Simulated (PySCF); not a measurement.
# EuH7O7 ([Eu(OH)7]4-): the cost of one run

Computed with PySCF 2.14.0 and routines of our own; the level stands in each step. Atoms count from 0.

## (1) The starting structure

15 atoms, charge -4, states of the metal's open shell are computed; geometry from: model geometry, bond lengths from ionic radii.

## (2) Ligand-field states: state-averaged CASSCF in water

Job settings and geometry (Å):

```
{"job": {"kind": "lf", "basis": {"metal": "x2c-TZVPall", "ligand": "x2c-SVPall"}, "nevpt": false, "solvent": "water", "roots": {"7": 7, "5": 140, "3": 113, "1": 123}}, "charge": -4, "metal": "Eu", "open_shell": "f6"}
Eu     0.000000     0.000000     0.000000
O      0.000000     0.000000     2.377000
H      0.800000     0.000000     2.917000
O      0.000000     0.000000    -2.377000
H     -0.800000     0.000000    -2.917000
O      2.377000     0.000000     0.000000
H      2.917000     0.800000     0.000000
O      0.734533     2.260661     0.000000
H      0.140557     3.021445     0.000000
O     -1.923033     1.397166     0.000000
H     -2.830131     1.067356     0.000000
O     -1.923033    -1.397166     0.000000
H     -1.889674    -2.361783     0.000000
O      0.734533    -2.260661     0.000000
H      1.662248    -2.527018     0.000000
```

With the program's defaults for keys left out, this is: state-averaged CASSCF of the metal f shell, state-interaction spin-orbit coupling.

Launch:

```bash
OMP_NUM_THREADS=1 python lf_run.py task.json out
```

This one command runs all jobs of the session in turn.

Q: Estimate the wall time and peak memory of this job on 1 thread of Arm Neoverse N1, shared host.

About 2 min, with a peak of 0.99 GiB.
